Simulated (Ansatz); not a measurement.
# CH₆ClPSi: an energy map over two coordinates

Aim: map the energy of CH₆ClPSi, SMILES C[SiH](P)Cl over two coordinates, and find its wells, ridges and stiffness.

Computed with Ansatz 0.2.0. Level: RKS B3LYP-D4/def2-SVP.

**1. Starting geometry**

10 atoms, charge 0, spin multiplicity 1.

Atoms are counted from 1 here; the program's logs count them from 0.

Bond lengths: C1–Si2 1.881 Å, C1–H5 1.108 Å, C1–H6 1.110 Å, C1–H7 1.109 Å, Si2–P3 2.277 Å, Si2–Cl4 2.094 Å, Si2–H8 1.504 Å, P3–H9 1.442 Å, P3–H10 1.445 Å. Angles: Si2–C1–H5 110.9°, Si2–C1–H6 110.0°, Si2–C1–H7 110.4°, H5–C1–H6 108.5°, H5–C1–H7 108.5°, H6–C1–H7 108.4°, C1–Si2–P3 115.2°, C1–Si2–Cl4 108.7°, C1–Si2–H8 110.5°, P3–Si2–Cl4 106.5°, P3–Si2–H8 107.9°, Cl4–Si2–H8 107.7°, Si2–P3–H9 92.0°, Si2–P3–H10 91.8°, H9–P3–H10 92.6°.

Coordinates:

```xyz
10

C    -0.9136    0.9606    0.2551
Si   -0.1212   -0.4641   -0.6833
P     1.8996   -1.1461    0.1150
Cl   -1.3911   -2.1257   -0.5819
H    -1.0577    0.6998    1.3228
H    -0.2665    1.8602    0.1966
H    -1.9018    1.2100   -0.1823
H     0.0509   -0.1068   -2.1340
H     1.4165   -1.1556    1.4738
H     2.3678    0.2166    0.2213
```

This geometry comes from a loose relaxation at PBE in a small basis, which is not shown.

**2. The minimum at this level**

The input, input.yaml:

```yaml
crystal:
  periodic: [false, false, false]
  atoms:
    - { symbol: C, position_ang: [-0.913566, 0.960573, 0.255064] }
    - { symbol: Si, position_ang: [-0.121161, -0.464099, -0.683266] }
    - { symbol: P, position_ang: [1.89957, -1.146108, 0.114966] }
    - { symbol: Cl, position_ang: [-1.391081, -2.125708, -0.581899] }
    - { symbol: H, position_ang: [-1.057686, 0.69977, 1.322755] }
    - { symbol: H, position_ang: [-0.26652, 1.860224, 0.196565] }
    - { symbol: H, position_ang: [-1.90175, 1.209966, -0.182309] }
    - { symbol: H, position_ang: [0.050933, -0.106829, -2.133977] }
    - { symbol: H, position_ang: [1.416496, -1.155591, 1.473818] }
    - { symbol: H, position_ang: [2.367765, 0.216601, 0.221283] }
basis:
  gaussian: { orbitals: def2-SVP }
hamiltonian:
  xc: { name: B3LYP }
  dispersion: d4
output:
  forces: true
relax:
  f_tol: 0.003
  max_steps: 120
```

The run is started by

```
ansatz run input.yaml --threads 1 --pin off --max-ram 2560MiB --backend cpu --events-out ev --progress --plain --runs-dir out
```

The log of the run, shortened:

```text
Warning: RAYON_NUM_THREADS=1 ignored (pool sized by the plan → 1); use --threads N
[...]
Functional definition: B3LYP
[...]
1015 factors; integrals over basis functions are off by at most 3.6e-4 eV
[...]
mean field -30817.00813210 eV, -1132.5041603363 hartree, gradient 3.5e-5 eV, S^2 0.000000; 0 other end points of the search recorded, 0 dependent functions left out
[...]
reference -30817.00838083 eV, -1132.5041694768 hartree; 29, 29 occupied and 69, 69 virtual orbitals, 1015 factors
relax step   1: F+E_penalty+E_count = -30817.42669178 eV  Δ(F+E_penalty+E_count) = +0.000e0 eV  max|allowed force component| = 2.938e-1 eV/Å  Δτ_max = 0.0000 Å  (25 SCF iters, accepted)
[...]
relax step   7: F+E_penalty+E_count = -30817.43569332 eV  Δ(F+E_penalty+E_count) = -1.466e-5 eV  max|allowed force component| = 4.683e-3 eV/Å  Δτ_max = 0.0060 Å  (22 SCF iters, accepted)
[...]
relax step   8: F+E_penalty+E_count = -30817.43570164 eV  Δ(F+E_penalty+E_count) = -8.319e-6 eV  max|allowed force component| = 2.488e-3 eV/Å  Δτ_max = 0.0019 Å  (19 SCF iters, accepted)
1015 factors; integrals over basis functions are off by at most 3.4e-4 eV
[...]
mean field -30817.01651404 eV, -1132.5044683669 hartree, gradient 1.8e-5 eV, S^2 0.000000; 1 other end points of the search recorded, 0 dependent functions left out
[...]
reference -30817.01676218 eV, -1132.5044774859 hartree; 29, 29 occupied and 69, 69 virtual orbitals, 1015 factors
Total energy: -30817.43594978 eV, -1132.5198823460 hartree
Atom 0 at    -0.918096     0.955348     0.254669 Å, force     0.000381    -0.000507     0.002488 eV/Å
Atom 1 at    -0.123858    -0.459560    -0.685028 Å, force     0.001243    -0.001233    -0.001128 eV/Å
Atom 2 at     1.884248    -1.144239     0.131100 Å, force    -0.000022     0.000918     0.001610 eV/Å
Atom 3 at    -1.399540    -2.114046    -0.593137 Å, force    -0.000240     0.000518    -0.000258 eV/Å
Atom 4 at    -1.071489     0.682492     1.310383 Å, force    -0.000213     0.001990    -0.000020 eV/Å
Atom 5 at    -0.274182     1.849262     0.215407 Å, force    -0.000668     0.000145    -0.000031 eV/Å
Atom 6 at    -1.896496     1.210368    -0.183564 Å, force     0.000193    -0.001006    -0.000653 eV/Å
Atom 7 at     0.057668    -0.104366    -2.120304 Å, force     0.000073     0.000441    -0.000113 eV/Å
Atom 8 at     1.428820    -1.119560     1.486968 Å, force     0.000415    -0.000129    -0.001244 eV/Å
Atom 9 at     2.395926     0.193101     0.186506 Å, force    -0.001163    -0.001137    -0.000652 eV/Å
Dipole moment:     0.036073     0.461605     0.141157 e Å
```

Run time: 36 s. Hardware: 1 thread of Intel Xeon Platinum 8375C at 2.90GHz (Ice Lake), shared host; peak memory 0.22 GiB.

Relaxation path:

```csv
step,energy from step 1 (eV),largest force component (eV/Å)
1,0.0000,0.2938
2,-0.0071,0.1023
3,-0.0088,0.0191
4,-0.0088,0.0113
5,-0.0089,0.0107
6,-0.0090,0.0119
7,-0.0090,0.0047
8,-0.0090,0.0025
```

Bond lengths before and after, largest changes first:

```csv
bond,before (Å),after (Å),change (Å)
Si2–H8,1.504,1.490,-0.014
P3–H10,1.445,1.433,-0.012
P3–H9,1.442,1.431,-0.012
C1–H5,1.108,1.101,-0.007
C1–H6,1.110,1.102,-0.007
C1–H7,1.109,1.102,-0.007
C1–Si2,1.881,1.875,-0.006
Si2–P3,2.277,2.273,-0.004
```

**3. The grid**

- umbrella angle at P3 (between each of its bonds and their common axis; 90 is planar): 11 values from 45 to 135 °
- change of the bonds P3–Si2, P3–H9, P3–H10, all alike: 11 values from −0.188 to 0.291 Å

Nothing else is relaxed (all other coordinates rigid). Energies count from the relaxed molecule at the same level. Points are written as (first, second).

Of the runs on the grid, 3 are shown in the steps below; the others differ only in the two coordinates.

**4. Grid point (126°, 0.003 Å)**

The input, input.yaml:

```yaml
crystal:
  periodic: [false, false, false]
  atoms:
    - { symbol: C, position_ang: [-0.845424, 1.04068, 0.395821] }
    - { symbol: Si, position_ang: [-0.128402, -0.37509, -0.602819] }
    - { symbol: P, position_ang: [1.884248, -1.144239, 0.1311] }
    - { symbol: Cl, position_ang: [-1.45368, -1.989956, -0.508064] }
    - { symbol: H, position_ang: [-0.973516, 0.746816, 1.449267] }
    - { symbol: H, position_ang: [-0.174331, 1.914372, 0.356499] }
    - { symbol: H, position_ang: [-1.828614, 1.33743, -0.003714] }
    - { symbol: H, position_ang: [0.018242, 0.009536, -2.034494] }
    - { symbol: H, position_ang: [1.398294, -1.052618, 1.476629] }
    - { symbol: H, position_ang: [2.333395, 0.21682, 0.219156] }
basis:
  gaussian: { orbitals: def2-SVP }
hamiltonian:
  xc: { name: B3LYP }
  dispersion: d4
output:
  forces: true
```

The run is started by

```
ansatz run input.yaml --threads 1 --pin off --max-ram 2560MiB --backend cpu --events-out ev --progress --plain --runs-dir out
```

The log of the run, shortened:

```text
Warning: RAYON_NUM_THREADS=1 ignored (pool sized by the plan → 1); use --threads N
[...]
Functional definition: B3LYP
[...]
944 factors; integrals over basis functions are off by at most 1.1e-3 eV
[...]
mean field -30816.99019448 eV, -1132.5035011411 hartree, gradient 6.7e-5 eV, S^2 0.000000; 0 other end points of the search recorded, 0 dependent functions left out
[...]
reference -30816.99044170 eV, -1132.5035102261 hartree; 29, 29 occupied and 69, 69 virtual orbitals, 944 factors
Total energy: -30817.41182869 eV, -1132.5189959125 hartree
Atom 0 at    -0.845424     1.040680     0.395821 Å, force     0.043205    -0.004419     0.024506 eV/Å
Atom 1 at    -0.128402    -0.375090    -0.602819 Å, force     0.007899    -0.122093    -0.139389 eV/Å
Atom 2 at     1.884248    -1.144239     0.131100 Å, force    -0.228210     0.386860     0.227584 eV/Å
Atom 3 at    -1.453680    -1.989956    -0.508064 Å, force    -0.040550    -0.003385    -0.005643 eV/Å
Atom 4 at    -0.973516     0.746816     1.449267 Å, force    -0.004348     0.004531     0.002338 eV/Å
Atom 5 at    -0.174331     1.914372     0.356499 Å, force    -0.005961     0.004360     0.001181 eV/Å
Atom 6 at    -1.828614     1.337430    -0.003714 Å, force     0.006373    -0.012719    -0.008286 eV/Å
Atom 7 at     0.018242     0.009536    -2.034494 Å, force    -0.029325     0.018454    -0.008427 eV/Å
Atom 8 at     1.398294    -1.052618     1.476629 Å, force     0.067222    -0.222966     0.036303 eV/Å
Atom 9 at     2.333395     0.216820     0.219156 Å, force     0.183695    -0.048621    -0.130167 eV/Å
Dipole moment:     0.062251     0.447650     0.143852 e Å
```

Run time: 3.4 s. Hardware: 1 thread of Intel Xeon Platinum 8375C at 2.90GHz (Ice Lake), shared host; peak memory 0.2 GiB.

On the map this point reads 0.6 kcal/mol.

**5. The run at (72°, 0.243 Å)**

The input, input.yaml:

```yaml
crystal:
  periodic: [false, false, false]
  atoms:
    - { symbol: C, position_ang: [-1.091076, -1.236075, -2.096822] }
    - { symbol: Si, position_ang: [0.562516, -2.068769, -1.800071] }
    - { symbol: P, position_ang: [1.884248, -1.144239, 0.1311] }
    - { symbol: Cl, position_ang: [0.220414, -4.087629, -1.375451] }
    - { symbol: H, position_ang: [-1.728284, -1.308418, -1.201699] }
    - { symbol: H, position_ang: [-0.94462, -0.169859, -2.335532] }
    - { symbol: H, position_ang: [-1.619264, -1.712848, -2.938282] }
    - { symbol: H, position_ang: [1.415534, -1.998639, -3.019324] }
    - { symbol: H, position_ang: [2.077815, -2.298202, 1.32759] }
    - { symbol: H, position_ang: [3.362232, -0.558357, -0.399119] }
basis:
  gaussian: { orbitals: def2-SVP }
hamiltonian:
  xc: { name: B3LYP }
  dispersion: d4
output:
  forces: true
```

The run is started by

```
ansatz run input.yaml --threads 1 --pin off --max-ram 2560MiB --backend cpu --events-out ev --progress --plain --runs-dir out
```

The log of the run, shortened:

```text
Warning: RAYON_NUM_THREADS=1 ignored (pool sized by the plan → 1); use --threads N
[...]
Functional definition: B3LYP
[...]
947 factors; integrals over basis functions are off by at most 1.1e-3 eV
[...]
mean field -30815.22394043 eV, -1132.4385925019 hartree, gradient 3.7e-5 eV, S^2 0.000000; 0 other end points of the search recorded, 0 dependent functions left out
[...]
reference -30815.22420916 eV, -1132.4386023776 hartree; 29, 29 occupied and 69, 69 virtual orbitals, 947 factors
Total energy: -30815.61505432 eV, -1132.4529656723 hartree
Atom 0 at    -1.091076    -1.236075    -2.096822 Å, force     0.123760     0.240688     0.390636 eV/Å
Atom 1 at     0.562516    -2.068769    -1.800071 Å, force     1.421242    -0.242241     0.964185 eV/Å
Atom 2 at     1.884248    -1.144239     0.131100 Å, force     0.600564     0.202788     0.558392 eV/Å
Atom 3 at     0.220414    -4.087629    -1.375451 Å, force    -0.092057     0.042958    -0.040507 eV/Å
Atom 4 at    -1.728284    -1.308418    -1.201699 Å, force    -0.015987     0.029831    -0.012776 eV/Å
Atom 5 at    -0.944620    -0.169859    -2.335532 Å, force    -0.014751    -0.000161     0.013868 eV/Å
Atom 6 at    -1.619264    -1.712848    -2.938282 Å, force     0.135360    -0.092831    -0.001575 eV/Å
Atom 7 at     1.415534    -1.998639    -3.019324 Å, force    -0.029781     0.075418    -0.018978 eV/Å
Atom 8 at     2.077815    -2.298202     1.327590 Å, force     0.176104     1.562686    -2.626808 eV/Å
Atom 9 at     3.362232    -0.558357    -0.399119 Å, force    -2.304453    -1.819135     0.773562 eV/Å
Dipole moment:    -0.159110     0.198515    -0.248935 e Å
```

It took 3.2 s on 1 thread of Intel Xeon Platinum 8375C at 2.90GHz (Ice Lake), shared host; peak memory 0.2 GiB.

That is 42.0 kcal/mol from the zero.

**6. Grid point (45°, −0.092 Å)**

The input, input.yaml:

```yaml
crystal:
  periodic: [false, false, false]
  atoms:
    - { symbol: C, position_ang: [-0.058826, -2.327831, -2.42722] }
    - { symbol: Si, position_ang: [1.567735, -2.53628, -1.518014] }
    - { symbol: P, position_ang: [1.884248, -1.144239, 0.1311] }
    - { symbol: Cl, position_ang: [1.624498, -4.457765, -0.694725] }
    - { symbol: H, position_ang: [-0.907759, -2.443831, -1.735577] }
    - { symbol: H, position_ang: [-0.115517, -1.326233, -2.884208] }
    - { symbol: H, position_ang: [-0.155789, -3.081619, -3.225188] }
    - { symbol: H, position_ang: [2.717515, -2.409501, -2.456666] }
    - { symbol: H, position_ang: [2.327887, -2.31905, 0.594407] }
    - { symbol: H, position_ang: [3.092601, -1.285184, -0.432973] }
basis:
  gaussian: { orbitals: def2-SVP }
hamiltonian:
  xc: { name: B3LYP }
  dispersion: d4
output:
  forces: true
```

The run is started by

```
ansatz run input.yaml --threads 1 --pin off --max-ram 2560MiB --backend cpu --events-out ev --progress --plain --runs-dir out
```

The log of the run, shortened:

```text
Warning: RAYON_NUM_THREADS=1 ignored (pool sized by the plan → 1); use --threads N
[...]
Functional definition: B3LYP
[...]
944 factors; integrals over basis functions are off by at most 1.2e-3 eV
[...]
mean field -30816.13757466 eV, -1132.4721679405 hartree, gradient 8.4e-5 eV, S^2 0.000000; 0 other end points of the search recorded, 0 dependent functions left out
[...]
reference -30816.13781775 eV, -1132.4721768738 hartree; 29, 29 occupied and 69, 69 virtual orbitals, 944 factors
Total energy: -30816.56945105 eV, -1132.4880391050 hartree
Atom 0 at    -0.058826    -2.327831    -2.427220 Å, force     0.054478    -0.157036    -0.094705 eV/Å
Atom 1 at     1.567735    -2.536280    -1.518014 Å, force    -0.795989    -0.560643    -1.319800 eV/Å
Atom 2 at     1.884248    -1.144239     0.131100 Å, force    -1.736535     2.052869     0.642306 eV/Å
Atom 3 at     1.624498    -4.457765    -0.694725 Å, force    -0.031667    -0.346718    -0.140067 eV/Å
Atom 4 at    -0.907759    -2.443831    -1.735577 Å, force    -0.003824     0.007759     0.016878 eV/Å
Atom 5 at    -0.115517    -1.326233    -2.884208 Å, force     0.009498     0.015157     0.007001 eV/Å
Atom 6 at    -0.155789    -3.081619    -3.225188 Å, force    -0.048377     0.024888    -0.012395 eV/Å
Atom 7 at     2.717515    -2.409501    -2.456666 Å, force    -0.055949    -0.139583    -0.098444 eV/Å
Atom 8 at     2.327887    -2.319050     0.594407 Å, force     0.195254    -1.931028     1.978898 eV/Å
Atom 9 at     3.092601    -1.285184    -0.432973 Å, force     2.413111     1.034336    -0.979672 eV/Å
Dipole moment:    -0.068956     0.224394    -0.172281 e Å
```

It took 3.3 s on 1 thread of Intel Xeon Platinum 8375C at 2.90GHz (Ice Lake), shared host; peak memory 0.2 GiB.

That is 20.0 kcal/mol from the zero.

**7. Energy over the grid**

121 points were computed. Energies in kcal/mol, from the relaxed molecule at the same level:

| change of the bonds P3–Si2, P3–H9, P3–H10, all alike (Å) ↓, umbrella angle at P3 (between each of its bonds and their common axis; 90 is planar) (°) → | 45 | 54 | 63 | 72 | 81 | 90 | 99 | 108 | 117 | 126 | 135 |
| --- | --- | --- | --- | --- | --- | --- | --- | --- | --- | --- | --- |
| 0.291 | 39.6 | 33.8 | 38.1 | 50.7 | 67.0 | 75.1 | 65.6 | 48.9 | 36.6 | 32.5 | 38.3 |
| 0.243 | 32.0 | 25.6 | 29.7 | 42.0 | 57.4 | 64.8 | 56.2 | 40.3 | 28.1 | 24.3 | 30.5 |
| 0.195 | 25.1 | 18.2 | 21.9 | 33.8 | 48.4 | 55.0 | 47.2 | 32.2 | 20.3 | 16.8 | 23.5 |
| 0.147 | 19.3 | 11.8 | 15.1 | 26.4 | 40.0 | 46.0 | 38.9 | 24.9 | 13.5 | 10.3 | 17.6 |
| 0.099 | 14.9 | 6.7 | 9.5 | 20.2 | 32.8 | 38.2 | 31.8 | 18.7 | 7.9 | 5.2 | 13.1 |
| 0.051 | 12.3 | 3.4 | 5.6 | 15.5 | 27.1 | 32.0 | 26.2 | 14.1 | 4.0 | 1.8 | 10.3 |
| 0.003 | 11.9 | 2.2 | 3.8 | 12.9 | 23.4 | 27.9 | 22.6 | 11.5 | 2.2 | 0.6 | 9.7 |
| −0.045 | 14.3 | 3.8 | 4.6 | 12.8 | 22.4 | 26.4 | 21.6 | 11.4 | 3.0 | 2.0 | 12.0 |
| −0.092 | 20.0 | 8.7 | 8.7 | 16.0 | 24.6 | 28.1 | 23.8 | 14.6 | 7.0 | 6.8 | 17.5 |
| −0.140 | 30.0 | 17.8 | 17.0 | 23.3 | 31.0 | 34.1 | 30.2 | 22.0 | 15.3 | 15.8 | 27.4 |
| −0.188 | 45.4 | 32.2 | 30.5 | 35.8 | 42.5 | 45.3 | 41.8 | 34.5 | 28.8 | 30.1 | 42.5 |

On the same grid, largest force on an atom (eV/Å):

```csv
"change of the bonds P3–Si2, P3–H9, P3–H10, all alike (Å) ↓, umbrella angle at P3 (between each of its bonds and their common axis; 90 is planar) (°) →",45,54,63,72,81,90,99,108,117,126,135
0.291,6.3,4.6,3.1,3.2,3.4,3.5,3.3,3.1,3.0,4.7,6.4
0.243,5.9,4.3,2.9,3.1,3.2,3.3,3.2,3.0,2.9,4.5,6.1
0.195,5.4,3.9,2.7,2.8,3.0,3.1,3.0,2.8,2.6,4.0,5.6
0.147,4.8,3.3,2.3,2.5,2.7,2.8,2.7,2.5,2.2,3.4,5.0
0.099,3.9,2.5,1.8,2.1,2.2,2.3,2.2,2.0,1.7,2.7,4.1
0.051,2.8,1.6,1.2,1.5,1.7,1.7,1.6,1.5,1.1,1.7,3.0
0.003,1.3,0.4,0.9,1.7,1.5,0.9,1.6,1.7,0.8,0.5,1.5
−0.045,1.7,1.2,2.1,2.5,2.0,1.3,2.1,2.5,2.0,1.1,1.7
−0.092,2.8,3.1,3.5,3.5,2.6,1.9,2.8,3.6,3.5,3.0,2.9
−0.140,5.6,5.5,5.4,4.9,3.6,3.3,3.8,5.0,5.4,5.4,5.4
−0.188,9.2,8.5,7.8,6.6,5.5,5.4,5.5,6.7,7.8,8.4,9.0
```

The dipole moment (D) at each point:

```csv
"change of the bonds P3–Si2, P3–H9, P3–H10, all alike (Å) ↓, umbrella angle at P3 (between each of its bonds and their common axis; 90 is planar) (°) →",45,54,63,72,81,90,99,108,117,126,135
0.291,1.83,1.85,1.86,1.84,1.86,2.11,2.40,2.36,2.17,1.97,1.82
0.243,1.75,1.76,1.75,1.71,1.71,1.98,2.34,2.36,2.20,2.02,1.87
0.195,1.68,1.67,1.64,1.59,1.59,1.88,2.29,2.37,2.24,2.07,1.93
0.147,1.61,1.59,1.55,1.48,1.49,1.81,2.25,2.38,2.28,2.12,1.98
0.099,1.55,1.52,1.46,1.39,1.42,1.76,2.22,2.39,2.32,2.17,2.04
0.051,1.50,1.46,1.39,1.32,1.38,1.74,2.20,2.40,2.36,2.23,2.09
0.003,1.46,1.40,1.32,1.27,1.36,1.75,2.19,2.41,2.40,2.28,2.15
−0.045,1.42,1.36,1.28,1.24,1.38,1.77,2.20,2.43,2.43,2.33,2.20
−0.092,1.40,1.32,1.25,1.23,1.42,1.81,2.22,2.44,2.46,2.37,2.25
−0.140,1.38,1.30,1.23,1.25,1.47,1.86,2.24,2.46,2.49,2.41,2.29
−0.188,1.38,1.28,1.23,1.29,1.54,1.92,2.26,2.47,2.52,2.45,2.34
```

Energy (kcal/mol) at eleven even steps along the easiest path on the interpolated surface, from its minimum near (126°, 0.003 Å): 0.0, 2.3, 8.3, 15.5, 23.4, 26.3, 24.8, 18.1, 11.1, 5.0, 1.7.

**8. Results**

| quantity | value |
| --- | --- |
| lowest point | (126°, 0.003 Å), 0.6 kcal/mol |
| highest computed point | (90°, 0.291 Å), 74.6 kcal/mol above the lowest |
| largest force on an atom (eV/Å) | 0.4 at (54°, 0.003 Å) to 9.2 at (45°, −0.188 Å); 0.5 at the lowest point |
| dipole moment (D) | 1.23 at (63°, −0.188 Å) to 2.52 at (117°, −0.188 Å); 2.28 at the lowest point |
| time for the whole task | 7.9 min on 1 thread, shared host |

The lowest computed point is at (126°, 0.003 Å), 0.6 kcal/mol from the relaxed molecule at the same level. The grid is coarse, so the true minimum lies between grid points and may sit elsewhere than the lowest one. There is a further well near (54°, 0.003 Å) (1.7 kcal/mol above the lowest at that grid point). The highest computed point, (90°, 0.291 Å), lies 74.6 kcal/mol above the lowest. On the interpolated surface the easiest way out of the lowest well to the well at (54°, 0.003 Å) passes a barrier of about 26 kcal/mol. Round the minimum the two coordinates are nearly uncoupled.
